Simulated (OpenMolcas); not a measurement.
# GeSe (Germanium monoselenide): levels of theory compared

Aim: a comparison of 6 runs (HF/3-21G, B3LYP/6-31G*, M06-2X/aug-cc-pVTZ, PBE0/aug-cc-pVTZ, SVWN5/aug-cc-pVTZ, TPSS/aug-cc-pVTZ) of GeSe (Germanium monoselenide). 

The calculation is run with OpenMolcas 26.06.

## 1. The structure to begin with

The species is GeSe (2 atoms), meant as a singlet with charge 0. As SMILES, `[Ge-]#[Se+]`. The Ge1–Se2 distance was set to 2.455 Å, away from the relaxed value.

Bond lengths: Ge1–Se2 2.455 Å.

## 2. A single-point energy at HF/3-21G (run 1)

mol.inp

```
* GeSe Hartree-Fock

&GATEWAY
 BasLib = $CurrDir
 Coord
 2
 angstrom
 Ge       0.000000       0.000000      -0.320171
 Se       0.000000       0.000000       2.134629
 Basis = 3-21G
 Group = NoSym

&SEWARD

&SCF
 Thresholds = 1e-10 1e-07 1e-07 1e-05
 PrOrbitals = 1 1
```

The basis set 3-21G is read from a file made from the Basis Set Exchange's data (not shown).

Command:

```sh
$ export MOLCAS_MEM=1860
$ pymolcas mol.inp > mol.log
```

The log of the run:

```text
--- Start Module: gateway ---
[...]
--- Stop Module: gateway /rc=_RC_ALL_IS_WELL_ ---
--- Start Module: seward ---
[...]
      Basis functions           44
--- Stop Module: seward /rc=_RC_ALL_IS_WELL_ ---
--- Start Module: scf ---
[...]
       Convergence after  11 Iterations
[...]
::    Total SCF energy                              -4453.8177430150
[...]
      Total spin, S                                     0.0000000000
[...]
      Total electronic charge=   66.000000
      Total            charge=   -0.000000
[...]
      Dipole Moment (debye):
      Origin of the operator (angstrom)=    0.0000    0.0000    0.9551
                   X=  4.2790E-16               Y=  4.1329E-15               Z= -4.1475E+00           Total=  4.1475E+00
      Quadrupole Moment (debye*angstrom):
[...]
--- Stop Module: scf /rc=_RC_ALL_IS_WELL_ ---
[...]
```

Wall time 1.8 s (1 thread of Arm Neoverse V1, shared host); peak memory 0.38 GiB.

## 3. The energy at B3LYP/6-31G(d) (spherical functions) (run 2)

struct.xyz

```xyz
2

Ge     0.000000     0.000000    -0.320171
Se     0.000000     0.000000     2.134629
```

mol.inp

```
>>> EXPORT MOLCAS_PRINT=2
&GATEWAY
BasLib=$CurrDir
Coord=struct.xyz
Basis=6-31Gs
Group=NoSym
&SEWARD
GridInput
Grid=UltraFine
End of Grid
&SCF
KSDFT=B3LYP
Thresholds=1e-10 1e-07 1e-07 1e-05
PrOrbitals=1
```

The basis set 6-31G* is read from a file made from the Basis Set Exchange's data (not shown).

Command:

```sh
$ export MOLCAS_MEM=1860
$ pymolcas mol.inp > mol.log
```

The log of the run:

```text
--- Start Module: gateway ---
[...]
--- Stop Module: gateway /rc=_RC_ALL_IS_WELL_ ---
--- Start Module: seward ---
[...]
      Basis functions           64
--- Stop Module: seward /rc=_RC_ALL_IS_WELL_ ---
[...]
--- Start Module: scf ---
[...]
       Convergence after  17 Iterations
[...]
::    Total KS-DFT energy                           -4478.0740288641
[...]
      Total spin, S                                     0.0000000000
[...]
      Total electronic charge=   66.000000
      Total            charge=   -0.000000
[...]
      Dipole Moment (debye):
      Origin of the operator (angstrom)=    0.0000    0.0000    0.9551
                   X=  5.3869E-15               Y=  3.6503E-15               Z= -2.9607E+00           Total=  2.9607E+00
      Quadrupole Moment (debye*angstrom):
[...]
--- Stop Module: scf /rc=_RC_ALL_IS_WELL_ ---
[...]
```

Wall time 7.5 s (1 thread of Arm Neoverse V1, shared host); peak memory 0.4 GiB.

Runs 3 to 4 aren't shown in full; the table further down has their settings and results.

## 4. The energy at SVWN5/aug-cc-pVTZ (run 5)

calc.input

```
* GeSe Kohn-Sham DFT
&GATEWAY
BASLIB
$CurrDir
COORD
2
angstrom
Ge       0.000000       0.000000      -0.320171
Se       0.000000       0.000000       2.134629
BASIS
aug-cc-pVTZ
GROUP
NoSym
&SEWARD
GRIDINPUT
Grid=UltraFine
End of Grid
&SCF
KSDFT
SVWN5
THRESHOLDS
1e-10 1e-07 1e-07 1e-05
PRORBITALS
1
```

The basis set aug-cc-pVTZ is read from a file made from the Basis Set Exchange's data (not shown).

Command:

```sh
$ export MOLCAS_MEM=1860
$ pymolcas calc.input > calc.log
```

The log of the run:

```text
--- Start Module: gateway ---
[...]
--- Stop Module: gateway /rc=_RC_ALL_IS_WELL_ ---
--- Start Module: seward ---
[...]
      Basis functions          118
--- Stop Module: seward /rc=_RC_ALL_IS_WELL_ ---
[...]
--- Start Module: scf ---
[...]
       Convergence after  19 Iterations
[...]
::    Total KS-DFT energy                           -4472.1070529995
[...]
      Total spin, S                                     0.0000000000
[...]
      Total electronic charge=   66.000000
      Total            charge=   -0.000000
[...]
      Dipole Moment (debye):
      Origin of the operator (angstrom)=    0.0000    0.0000    0.9551
                   X=  2.9873E-15               Y=  3.3894E-15               Z= -2.7441E+00           Total=  2.7441E+00
      Quadrupole Moment (debye*angstrom):
[...]
--- Stop Module: scf /rc=_RC_ALL_IS_WELL_ ---
[...]
```

It took 22 s on 1 thread of Arm Neoverse V1, shared host; peak memory 0.74 GiB.

## 5. A single-point energy at TPSS/aug-cc-pVTZ (run 6)

run.inp

```
* GeSe Kohn-Sham DFT
&GATEWAY
BasLib=$CurrDir
Coord
2
angstrom
Ge       0.000000       0.000000      -0.320171
Se       0.000000       0.000000       2.134629
Basis=aug-cc-pVTZ
Group=NoSym
&SEWARD
GridInput
Grid=UltraFine
End of Grid
&SCF
KSDFT=2
1.0 MGGA_X_TPSS
1.0 MGGA_C_TPSS
Thresholds=1e-10 1e-07 1e-07 1e-05
PrOrbitals=1
```

The basis set aug-cc-pVTZ is read from a file made from the Basis Set Exchange's data (not shown).

Command:

```sh
$ export MOLCAS_MEM=1860
$ pymolcas run.inp > run.log
```

The log of the run:

```text
--- Start Module: gateway ---
[...]
--- Stop Module: gateway /rc=_RC_ALL_IS_WELL_ ---
--- Start Module: seward ---
[...]
      Basis functions          118
--- Stop Module: seward /rc=_RC_ALL_IS_WELL_ ---
[...]
--- Start Module: scf ---
[...]
       Convergence after  15 Iterations
[...]
::    Total KS-DFT energy                           -4478.5574133529
[...]
      Total spin, S                                     0.0000000000
[...]
      Total electronic charge=   66.000000
      Total            charge=   -0.000000
[...]
      Dipole Moment (debye):
      Origin of the operator (angstrom)=    0.0000    0.0000    0.9551
                   X=  1.8660E-14               Y=  1.0119E-14               Z= -2.8447E+00           Total=  2.8447E+00
      Quadrupole Moment (debye*angstrom):
[...]
--- Stop Module: scf /rc=_RC_ALL_IS_WELL_ ---
[...]
```

It took 32 s on 1 thread of Arm Neoverse V1, shared host; peak memory 0.74 GiB.

## 6. All runs side by side

```csv
run,level,integration grid,energy (Eh),dipole moment (D),HOMO energy (eV),LUMO energy (eV),wall time
1,HF/3-21G,–,-4453.817743,4.15,-8.69,-0.36,1.8 s
2,B3LYP/6-31G* (spherical functions),UltraFine,-4478.074029,2.96,-6.69,-3.29,7.5 s
3,M06-2X/aug-cc-pVTZ,UltraFine,-4478.675023,3.65,-7.80,-2.36,32 s
4,PBE0/aug-cc-pVTZ,UltraFine,-4478.102528,3.22,-6.94,-3.16,23 s
5,SVWN5/aug-cc-pVTZ,UltraFine,-4472.107053,2.74,-6.24,-3.99,22 s
6,TPSS/aug-cc-pVTZ,UltraFine,-4478.557413,2.84,-6.12,-3.78,32 s
```

## 7. What came out

| quantity | value |
| --- | --- |
| run 6: total energy | -4478.55741 Eh |
| run 6: dipole moment | 2.84 D |
| run 6: HOMO energy | -6.12 eV |
| run 6: LUMO energy | -3.78 eV |
| run 6: HOMO–LUMO gap | 2.35 eV |

In words: The dipole moment (its size) runs from 2.74 D (SVWN5/aug-cc-pVTZ) to 4.15 D (HF/3-21G). The two ends differ in method and basis. The HOMO–LUMO gap runs from 2.25 eV (SVWN5/aug-cc-pVTZ) to 8.33 eV (HF/3-21G). Totals of different functionals can't be ranked against each other. All runs together took 2 min, the longest 32 s.
